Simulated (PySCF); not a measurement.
**C₃H₈F₄S₂Si₂: NMR shifts in solvents**

Aim: compute the NMR shifts of C₃H₈F₄S₂Si₂ (`CS[SiH2]S[Si@H](F)CC(F)(F)F`), and see what a dielectric continuum does where one was used.

Programs: PySCF 2.14.0, with density-fitted response routines of our own. Each step states its level of theory. These are calculated values for one molecule, in the gas phase or a continuum, unless marked as measured. Atoms count from 0, in the outputs and in this text.

## 1. The molecule as given

19 atoms, charge 0, multiplicity 1; geometry from: GFN2-xTB.

Bonds of the start (Å): C0–S1 1.83, S1–Si2 2.13, Si2–S3 2.18, S3–Si4 2.12, Si4–F5 1.61, Si4–C6 1.89, C6–C7 1.50, C7–F8 1.34, C7–F9 1.35, C7–F10 1.34, C0–H11 1.08, C0–H12 1.08, C0–H13 1.08, Si2–H14 1.45, Si2–H15 1.45, Si4–H16 1.45, C6–H17 1.09, C6–H18 1.09.

## 2. Optimising the geometry at PBE0-D3(BJ)/def2-SVP

What the job is given:

```
{"job": {"xc": "PBE0", "basis": "def2-SVP", "d3": "d3bj", "grid": 1, "kind": "geom"}, "charge": 0, "multiplicity": 1}
C      4.018028    -1.369316     0.631363
S      3.938773    -0.479070    -0.960701
Si     2.136674     0.629997    -0.755860
S      0.640981    -0.668874     0.144926
Si    -1.124439     0.397104    -0.334910
F     -0.798863     1.973005    -0.249825
C     -2.375005     0.015524     1.036272
C     -3.754106     0.332701     0.551417
F     -3.891152     1.616371     0.184081
F     -4.093671    -0.399440    -0.525622
F     -4.704059     0.102381     1.471642
H      4.216794    -0.664201     1.431345
H      3.080189    -1.888663     0.798200
H      4.834190    -2.077915     0.545859
H      1.714248     0.968800    -2.097493
H      2.285742     1.752294     0.157309
H     -1.595794     0.185272    -1.684509
H     -2.354000    -1.033837     1.324424
H     -2.184334     0.617119     1.925183
```

Command:

```console
$ OMP_NUM_THREADS=1 python probes_run.py task.json out
```

The driver reads the jobs from task.json and runs them one after another.

What it wrote:

```text
step   0  E = -1892.19510704  max force = 0.022089
step   1  E = -1892.20044254  max force = 0.009591
step   2  E = -1892.20104608  max force = 0.002037
step   3  E = -1892.20125185  max force = 0.001358
step   4  E = -1892.20135677  max force = 0.001196
step   5  E = -1892.20141412  max force = 0.000605
step   6  E = -1892.20143568  max force = 0.000418
step   7  E = -1892.20145819  max force = 0.000497
step   8  E = -1892.20147491  max force = 0.000518
step   9  E = -1892.20149422  max force = 0.000567
step  10  E = -1892.20149399  max force = 0.000505
step  11  E = -1892.20148948  max force = 0.000253
step  12  E = -1892.20148645  max force = 0.000264
step  13  E = -1892.20148465  max force = 0.000212
optimisation converged
```

Run time: 7.2 min. Hardware: 1 thread of AMD EPYC 7R43, shared host; peak memory 0.99 GiB.

The steps of the relaxation:

```
step  energy from step 0 (eV)  largest force component (eV/Å)
   0                   0.0000                          1.1359
   1                  -0.1452                          0.4932
   2                  -0.1616                          0.1047
   3                  -0.1672                          0.0698
   4                  -0.1701                          0.0615
   5                  -0.1716                          0.0311
   6                  -0.1722                          0.0215
   7                  -0.1728                          0.0256
   8                  -0.1733                          0.0266
   9                  -0.1738                          0.0292
  10                  -0.1738                          0.0260
  11                  -0.1737                          0.0130
  12                  -0.1736                          0.0136
  13                  -0.1735                          0.0109
```

Distances of close pairs at the start and the end, largest changes first:

```
   bond  before (Å)  after (Å)  change (Å)
Si2–H14       1.447      1.489      +0.042
Si4–H16       1.445      1.482      +0.037
Si2–H15       1.455      1.489      +0.035
 Si4–F5       1.611      1.629      +0.018
 Si4–C6       1.895      1.879      -0.016
 C0–H11       1.085      1.099      +0.014
 C0–H12       1.085      1.099      +0.014
 C0–H13       1.084      1.098      +0.014
```

The next job starts from the end point, and lists it.

```
                         at the end point                value
  point group (found at 0.08 Å tolerance)                   C1
rotational constants (GHz, main isotopes)  1.919, 0.213, 0.205
                        dipole moment (D)                 2.58
```

## 3. Nuclear shieldings: PBE0/pcSseg-1 in acetonitrile

What the job is given:

```
{"job": {"kind": "nmr", "xc": "PBE0", "basis": "pcSseg-1", "solvent": "acetonitrile", "pop": true}, "charge": 0, "multiplicity": 1}
C      4.226735    -1.047254     0.703778
S      3.850563    -0.540194    -1.007687
Si     2.079713     0.577930    -0.656954
S      0.572747    -0.764820     0.143849
Si    -1.146137     0.395330    -0.318651
F     -0.787335     1.961039    -0.044980
C     -2.488328    -0.160758     0.872719
C     -3.893446     0.147295     0.438715
F     -4.054203     1.455308     0.200589
F     -4.206641    -0.503865    -0.688134
F     -4.792331    -0.202451     1.361340
H      4.340433    -0.176085     1.364424
H      3.450137    -1.717823     1.097538
H      5.180021    -1.590682     0.665963
H      1.634987     1.124286    -1.968374
H      2.322027     1.659516     0.337995
H     -1.548077     0.306230    -1.742070
H     -2.404148    -1.247316     1.028134
H     -2.301813     0.324293     1.843389
```

Method: GIAO PBE0/pcSseg-1 NMR shielding, non-relativistic, IEF-PCM acetonitrile.

What it wrote:

```text
coarse grid: 19064 points
cycle   1  E = -1892.6437483173  dE =  1.256e+00  |g| = 1.025e+00  |ddm| = 3.988e+00
cycle   2  E = -1892.4950476607  dE =  1.487e-01  |g| = 1.467e+00  |ddm| = 1.483e+00
cycle   3  E = -1892.8253106305  dE = -3.303e-01  |g| = 9.596e-02  |ddm| = 8.607e-01
cycle   4  E = -1892.8268411359  dE = -1.531e-03  |g| = 4.511e-02  |ddm| = 1.171e-01
cycle   5  E = -1892.8272340995  dE = -3.930e-04  |g| = 7.988e-03  |ddm| = 3.848e-02
cycle   6  E = -1892.8272430717  dE = -8.972e-06  |g| = 3.283e-03  |ddm| = 7.220e-03
cycle   7  E = -1892.8272446866  dE = -1.615e-06  |g| = 4.691e-04  |ddm| = 2.418e-03
final grid: 170360 points
cycle   8  E = -1892.9189112163  dE = -5.007e-05  |g| = 9.371e-03  |ddm| = 2.787e-02
cycle   9  E = -1892.9189004979  dE =  1.072e-05  |g| = 1.194e-02  |ddm| = 1.660e-02
cycle  10  E = -1892.9189303533  dE = -2.986e-05  |g| = 7.822e-04  |ddm| = 8.757e-03
cycle  11  E = -1892.9189304366  dE = -8.329e-08  |g| = 2.397e-04  |ddm| = 7.461e-04
cycle  12  E = -1892.9189304462  dE = -9.571e-09  |g| = 5.014e-05  |ddm| = 2.074e-04
cycle  13  E = -1892.9189304467  dE = -5.361e-10  |g| = 1.540e-05  |ddm| = 4.444e-05
converged SCF energy = -1892.9189304467

GIAO shielding tensors (ppm)
atom      isotropic    diamagn.    paramagn.     s11        s22        s33       span
  0 C      170.430     250.017     -79.587    158.037    162.972    190.282     32.245
  1 S      677.464    1058.604    -381.140    619.978    648.509    763.905    143.927
  2 Si     357.972     879.865    -521.894    298.122    373.387    402.406    104.285
  3 S      724.388    1064.575    -340.187    560.225    790.742    822.196    261.971
  4 Si     326.321     881.639    -555.319    295.692    329.068    354.203     58.511
  5 F      346.811     473.555    -126.744    323.960    340.713    375.761     51.801
  6 C      155.297     260.351    -105.055    137.524    145.450    182.916     45.391
  7 C       52.910     250.262    -197.352     46.788     52.733     59.209     12.421
  8 F      252.455     474.407    -221.952    166.518    249.095    341.752    175.235
  9 F      251.023     474.250    -223.227    166.808    250.929    335.333    168.525
 10 F      247.032     465.364    -218.333    163.527    240.848    336.720    173.193
 11 H       29.136      28.636       0.500     24.338     26.393     36.677     12.340
 12 H       28.948      31.350      -2.403     22.505     29.099     35.240     12.735
 13 H       28.857      26.072       2.785     22.827     25.743     38.001     15.175
 14 H       25.779      28.833      -3.054     20.878     25.867     30.593      9.715
 15 H       25.717      29.863      -4.146     20.127     25.953     31.072     10.945
 16 H       25.450      30.306      -4.856     21.775     24.753     29.823      8.048
 17 H       29.273      32.509      -3.236     23.899     30.686     33.234      9.335
 18 H       28.917      31.689      -2.772     24.431     29.766     32.555      8.123
```

Run time: 73 s. Hardware: 1 thread of AMD EPYC 7R43, shared host; peak memory 1.3 GiB.

The references, computed at this level on geometries of the same kind, shield at (ppm): ¹H TMS 31.24, ¹³C TMS 185.5, ²⁹Si TMS 351.8, ¹⁹F CFCl3 180.5, ³³S CS2 495. Their shielding less the atom's gives the shift. The references are single molecules in the same continuum, so shifts against H2O, NH3, PH3, H3PO4 or CFCl3 are not on the usual liquid scales and can be off by tens of ppm. Atoms listed in one row are averaged.

```
        atoms                              environment  σ (ppm)  δ (ppm)
           C7                               CF3 carbon     52.9    132.6
           C6                     sp3 CH2 bonded to Si    155.3     30.2
           C0                methyl carbon bonded to S    170.4     15.0
          H16  hydrogen on a silicon bonded to C, F, S    25.45     5.79
          H15      hydrogen on a silicon bonded to 2 S    25.72     5.52
          H14      hydrogen on a silicon bonded to 2 S    25.78     5.46
          H18      hydrogen on an sp3 CH2 bonded to Si    28.92     2.32
H11, H12, H13  hydrogen on a methyl carbon bonded to S    28.98     2.26
          H17      hydrogen on an sp3 CH2 bonded to Si    29.27     1.97
           S1                   sulfur bonded to C, Si      677     -182
           S3                    sulfur bonded to 2 Si      724     -229
          Si4             silicon bonded to C, F, S, H    326.3     25.5
          Si2               silicon bonded to 2 S, 2 H    358.0     -6.2
  F8, F9, F10                  fluorine of a CF3 group    250.2    -69.7
           F5                    fluorine bonded to Si    346.8   -166.3
```

Charges from the same density, by scheme (e):

```
      atoms  Mulliken    IAO  Hirshfeld  ESP fit
         C0     -0.42  -0.50      -0.11    -0.42
         S1     -0.31  -0.17      -0.11    -0.22
        Si2      0.52   0.61       0.28     0.20
         S3     -0.57  -0.46      -0.18    -0.37
        Si4      1.01   1.13       0.41     0.64
         F5     -0.43  -0.54      -0.20    -0.30
         C6     -0.63  -0.62      -0.19    -0.55
         C7      0.77   0.82       0.26     0.69
F8, F9, F10     -0.27  -0.29      -0.10    -0.22
```

Mayer bond orders: C0–S1 0.98, S1–Si2 1.01, Si2–S3 0.87, S3–Si4 0.99, Si4–F5 0.89, Si4–C6 0.87, C6–C7 1.06, C7–F8 0.99, C7–F9 1.00, C7–F10 1.01.

## 4. Shielding tensors: PBE0/pcSseg-1 in dichloromethane

Same as in step 3 but for these lines:

```diff
@@ -1,2 +1,2 @@
-{"job": {"kind": "nmr", "xc": "PBE0", "basis": "pcSseg-1", "solvent": "acetonitrile", "pop": true}, "charge": 0, "multiplicity": 1}
+{"job": {"kind": "nmr", "xc": "PBE0", "basis": "pcSseg-1", "solvent": "dichloromethane", "pop": false}, "charge": 0, "multiplicity": 1}
 C      4.226735    -1.047254     0.703778
```

Level: GIAO PBE0/pcSseg-1 NMR shielding, non-relativistic, IEF-PCM dichloromethane.

What it wrote:

```text
coarse grid: 19064 points
cycle   1  E = -1892.6416834046  dE =  1.258e+00  |g| = 1.027e+00  |ddm| = 3.988e+00
cycle   2  E = -1892.4902721092  dE =  1.514e-01  |g| = 1.473e+00  |ddm| = 1.494e+00
cycle   3  E = -1892.8239460622  dE = -3.337e-01  |g| = 9.667e-02  |ddm| = 8.698e-01
cycle   4  E = -1892.8254931371  dE = -1.547e-03  |g| = 4.569e-02  |ddm| = 1.181e-01
cycle   5  E = -1892.8258967426  dE = -4.036e-04  |g| = 8.143e-03  |ddm| = 3.950e-02
cycle   6  E = -1892.8259061684  dE = -9.426e-06  |g| = 3.312e-03  |ddm| = 7.365e-03
cycle   7  E = -1892.8259078246  dE = -1.656e-06  |g| = 4.770e-04  |ddm| = 2.448e-03
final grid: 170360 points
cycle   8  E = -1892.9175784614  dE = -5.002e-05  |g| = 9.370e-03  |ddm| = 2.787e-02
cycle   9  E = -1892.9175674757  dE =  1.099e-05  |g| = 1.198e-02  |ddm| = 1.666e-02
cycle  10  E = -1892.9175975905  dE = -3.011e-05  |g| = 7.786e-04  |ddm| = 8.843e-03
cycle  11  E = -1892.9175976727  dE = -8.219e-08  |g| = 2.413e-04  |ddm| = 7.441e-04
cycle  12  E = -1892.9175976825  dE = -9.789e-09  |g| = 4.987e-05  |ddm| = 2.136e-04
cycle  13  E = -1892.9175976830  dE = -5.357e-10  |g| = 1.542e-05  |ddm| = 4.566e-05
converged SCF energy = -1892.9175976830

GIAO shielding tensors (ppm)
atom      isotropic    diamagn.    paramagn.     s11        s22        s33       span
  0 C      170.369     250.020     -79.651    158.042    163.000    190.064     32.022
  1 S      675.670    1058.523    -382.854    618.391    647.054    761.564    143.173
  2 Si     357.931     879.840    -521.909    297.847    373.313    402.632    104.785
  3 S      723.846    1064.560    -340.714    559.626    790.604    821.309    261.682
  4 Si     326.628     881.640    -555.012    296.016    329.166    354.701     58.685
  5 F      346.189     473.479    -127.290    323.343    339.987    375.238     51.896
  6 C      155.233     260.326    -105.093    137.456    145.391    182.853     45.398
  7 C       53.030     250.125    -197.095     47.087     53.025     58.979     11.892
  8 F      252.052     474.340    -222.288    166.120    248.672    341.364    175.244
  9 F      250.749     474.201    -223.452    166.614    250.528    335.105    168.492
 10 F      246.609     465.353    -218.744    163.163    240.259    336.405    173.242
 11 H       29.175      28.691       0.484     24.392     26.438     36.696     12.305
 12 H       28.963      31.391      -2.427     22.529     29.119     35.242     12.713
 13 H       28.882      26.104       2.778     22.867     25.777     38.002     15.134
 14 H       25.794      28.841      -3.047     20.896     25.879     30.606      9.710
 15 H       25.725      29.870      -4.145     20.132     25.963     31.078     10.946
 16 H       25.456      30.317      -4.860     21.783     24.751     29.836      8.053
 17 H       29.338      32.586      -3.248     23.986     30.763     33.266      9.280
 18 H       28.969      31.750      -2.781     24.505     29.827     32.575      8.071
```

It took 65 s on 1 thread of AMD EPYC 7R43, shared host; peak memory 1.4 GiB.

This run: δ C7 132.3, C6 30.1, C0 15.0, S1 -180, H16 5.79, H15 5.52 ppm.

## 5. Side by side: NMR shifts

Shifts (ppm) of some atoms, chosen among heavy atoms and hydrogens apart, with basis size and wall time:

```
                             run     C7   H18   H17    S1    S3   Si4      F5  functions  time
   PBE0/pcSseg-1 in acetonitrile  132.6  2.32  1.97  -182  -229  25.5  -166.3        255  73 s
PBE0/pcSseg-1 in dichloromethane  132.3  2.27  1.90  -180  -228  25.2  -166.1        255  65 s
```

The continuum's effect on the ground state:

```
        solvent      ε  polarisation energy (Eh)  μ (D)
dichloromethane   8.93                   -0.0095   2.85
   acetonitrile  35.69                   -0.0112   2.92
```

## 6. Outcome

```
                                                                               quantity                                   value
                                                                            point group                                      C1
                                                   rotational constants (main isotopes)                    1.92, 0.21, 0.21 GHz
                                   ¹³C shifts against TMS (PBE0/pcSseg-1, acetonitrile)                   132.6, 30.2, 15.0 ppm
   ¹H shifts against TMS (PBE0/pcSseg-1, acetonitrile, means over atoms taken as alike)  5.79, 5.52, 5.46, 2.32, 2.26, 1.97 ppm
                                   ³³S shifts against CS2 (PBE0/pcSseg-1, acetonitrile)                          -182, -229 ppm
                                  ²⁹Si shifts against TMS (PBE0/pcSseg-1, acetonitrile)                          25.5, -6.2 ppm
¹⁹F shifts against CFCl3 (PBE0/pcSseg-1, acetonitrile, means over atoms taken as alike)                       -69.7, -166.3 ppm
                                                               range of the shift of S1                        -182 to -180 ppm
```

What this shows: Relaxing lowered the energy by 0.174 eV in 13 steps; the close pair that moved most is Si2–H14, from 1.447 to 1.489 Å. No frequency check was run at this level, so the end point may be a saddle. At PBE0/pcSseg-1: The largest span, 262 ppm, is at S3, where the paramagnetic term is -340 ppm. In ppm, S1 moves most: its shift spreads over 2 ppm, from -182 (PBE0/pcSseg-1 in acetonitrile) to -180 (PBE0/pcSseg-1 in dichloromethane). The continuum holds electrostatics alone: no hydrogen bonds to the solvent, and the gas-phase geometry is kept.
